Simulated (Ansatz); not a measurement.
# CH₄F₂Ge: basis-set convergence

One table from this session's results is given with a row withheld; the runs are named, their logs left out.

Method: one geometry, several basis sets; program: Ansatz 0.2.0, Gaussian basis.

Levels to be run: PBE0-D4/def2-SVP; ωB97M-V/def2-SVP; PBE0-D4/def2-QZVPP; ωB97M-V/def2-QZVPP; the functionals' def2-TZVPP values are taken from earlier runs.

### Structure used throughout

An earlier PBE0-D4 in a triple-zeta def2 set relaxation fixed the geometry.

SMILES `[CH3][GeH]([F])[F]`, 8 atoms, charge 0, spin multiplicity 1.

Atoms are counted from 1 here; the program's logs count them from 0.

Bond lengths: C1–Ge2 1.922 Å, C1–H5 1.090 Å, C1–H6 1.090 Å, C1–H7 1.090 Å, Ge2–F3 1.731 Å, Ge2–F4 1.731 Å, Ge2–H8 1.531 Å. Angles: Ge2–C1–H5 110.1°, Ge2–C1–H6 110.1°, Ge2–C1–H7 108.9°, H5–C1–H6 109.3°, H5–C1–H7 109.3°, H6–C1–H7 109.3°, C1–Ge2–F3 108.5°, C1–Ge2–F4 108.5°, C1–Ge2–H8 120.4°, F3–Ge2–F4 104.3°, F3–Ge2–H8 107.1°, F4–Ge2–H8 107.1°.

Set-up of the first run:

Contents of in.yaml:

```yaml
crystal:
  periodic: [false, false, false]
  atoms:
    - {symbol: C, position_ang: [-0.327462, 0.971524, -0.228714]}
    - {symbol: Ge, position_ang: [0.203535, -0.811603, 0.254357]}
    - {symbol: F, position_ang: [1.873615, -0.782381, 0.707266]}
    - {symbol: F, position_ang: [0.164104, -1.798972, -1.166462]}
    - {symbol: H, position_ang: [-1.356995, 0.970942, -0.588012]}
    - {symbol: H, position_ang: [-0.248005, 1.632707, 0.634742]}
    - {symbol: H, position_ang: [0.329246, 1.333317, -1.020127]}
    - {symbol: H, position_ang: [-0.545837, -1.572835, 1.351150]}
basis:
  gaussian: {orbitals: def2-SVP}
hamiltonian: {xc: pbe0, dispersion: d4}
output: {orbitals: {seedname: orbitals}}
```

Among the steps run: PBE0-D4 in def2-SVP; ωB97M-V in def2-SVP; PBE0-D4 in def2-QZVPP; ωB97M-V in def2-QZVPP.

One of the session's tables, all rows but one given; the rest of the session is left out.

It belongs to the step «Functionals by basis». 

```
functional       basis  HOMO (eV)  LUMO (eV)
   PBE0-D4    def2-SVP      -9.37       0.99
   PBE0-D4  def2-TZVPP          ?          ?
   PBE0-D4  def2-QZVPP      -9.49       0.35
   ωB97M-V    def2-SVP     -11.59       2.89
   ωB97M-V  def2-TZVPP     -11.69       2.35
   ωB97M-V  def2-QZVPP     -11.73       1.55
```

Q: Estimate the row for PBE0-D4, def2-TZVPP from the others.

As computed: HOMO (eV): -9.45; LUMO (eV): 0.65. In the column «HOMO (eV)» it lies between PBE0-D4, def2-QZVPP (-9.49) and PBE0-D4, def2-SVP (-9.37).
